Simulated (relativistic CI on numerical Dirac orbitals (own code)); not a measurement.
# Ions with 9 electrons, F to S⁷⁺: levels along an isoelectronic sequence

How do the lowest levels of 9-electron ions move as Z rises from 9 to 16? Each ion is run with the same configurations.

The numbers are computed with relativistic CI on numerical Dirac orbitals (own code) version 2 (Dirac-Coulomb-Breit CI, KLI orbitals optimised for each configuration, model QED (radiative potential, 1s self-energy scaled to tabulated hydrogen-like ionisation energies)), except any that are marked as measured or tabulated.

## Step 1: Starting point

| Quantity | Value |
| --- | --- |
| electrons | 9 |
| ions | F, Ne⁺, Mg³⁺, Al⁴⁺, Si⁵⁺, P⁶⁺, S⁷⁺ |
| configurations | [He] 2s2 2p5; [He] 2s 2p6; [He] 2s2 2p4 3s; [He] 2p6 3s; [He] 2s2 2p4 3p; [He] 2p6 3p; [He] 2p6 3d |

## Step 2: F (Z = 9)

Settings, as recorded:

```ini
atom F  Z=9  charge=0  electrons=9
nucleus A=19  rms_radius_fm=2.8976
hamiltonian dirac-coulomb  breit=on  qed=on  c_scale=1
orbitals kli  potential=per-configuration
slater_scale 1
correlation none
mixing on
configurations
  [He] 2s2 2p5
  [He] 2s 2p6
  [He] 2s2 2p4 3s
  [He] 2p6 3s
  [He] 2s2 2p4 3p
  [He] 2p6 3p
  [He] 2p6 3d
end
```

## Step 3: Ne⁺ (Z = 10)

Changes to the settings of step 2:

```diff
@@ -1,3 +1,3 @@
-atom F  Z=9  charge=0  electrons=9
-nucleus A=19  rms_radius_fm=2.8976
+atom Ne  Z=10  charge=1  electrons=9
+nucleus A=20  rms_radius_fm=3.0055
 hamiltonian dirac-coulomb  breit=on  qed=on  c_scale=1
```

## Step 4: Mg³⁺ (Z = 12)

Changes to the settings of step 3:

```diff
@@ -1,3 +1,3 @@
-atom Ne  Z=10  charge=1  electrons=9
-nucleus A=20  rms_radius_fm=3.0055
+atom Mg  Z=12  charge=3  electrons=9
+nucleus A=24  rms_radius_fm=3.0570
 hamiltonian dirac-coulomb  breit=on  qed=on  c_scale=1
```

## Step 5: Al⁴⁺ (Z = 13)

Changes to the settings of step 4:

```diff
@@ -1,3 +1,3 @@
-atom Mg  Z=12  charge=3  electrons=9
-nucleus A=24  rms_radius_fm=3.0570
+atom Al  Z=13  charge=4  electrons=9
+nucleus A=27  rms_radius_fm=3.0610
 hamiltonian dirac-coulomb  breit=on  qed=on  c_scale=1
```

## Step 6: Si⁵⁺ (Z = 14)

Changes to the settings of step 5:

```diff
@@ -1,3 +1,3 @@
-atom Al  Z=13  charge=4  electrons=9
-nucleus A=27  rms_radius_fm=3.0610
+atom Si  Z=14  charge=5  electrons=9
+nucleus A=28  rms_radius_fm=3.1224
 hamiltonian dirac-coulomb  breit=on  qed=on  c_scale=1
```

## Step 7: P⁶⁺ (Z = 15)

Changes to the settings of step 6:

```diff
@@ -1,3 +1,3 @@
-atom Si  Z=14  charge=5  electrons=9
-nucleus A=28  rms_radius_fm=3.1224
+atom P  Z=15  charge=6  electrons=9
+nucleus A=31  rms_radius_fm=3.1889
 hamiltonian dirac-coulomb  breit=on  qed=on  c_scale=1
```

## Step 8: S⁷⁺ (Z = 16)

Changes to the settings of step 7:

```diff
@@ -1,3 +1,3 @@
-atom P  Z=15  charge=6  electrons=9
-nucleus A=31  rms_radius_fm=3.1889
+atom S  Z=16  charge=7  electrons=9
+nucleus A=32  rms_radius_fm=3.2611
 hamiltonian dirac-coulomb  breit=on  qed=on  c_scale=1
```

(Steps that only read results are left out.)

What does the calculation give? Wanted: lowest level, first ion; lowest level, last ion; changes of the lowest level; interval 2P°1/2 to 2P°3/2; mean jj purity of the low levels.

As calculated:

| quantity | value |
| --- | --- |
| lowest level, first ion | 2p5 2P°3/2 |
| lowest level, last ion | 2p5 2P°3/2 |
| changes of the lowest level | none |
| interval 2P°1/2 to 2P°3/2 | 392.9 to 10040 cm⁻¹ |
| mean jj purity of the low levels | 70 to 75 % |

What this shows: The lowest level stays 2p5 2P°3/2 throughout. Over these ions the splitting within 2p5 2P° follows Z^5.6, steeper than the fourth power of a bare nucleus, since the screened charge grows faster than Z. Only the listed configurations are in the model. The near-neutral members are the least reliable.
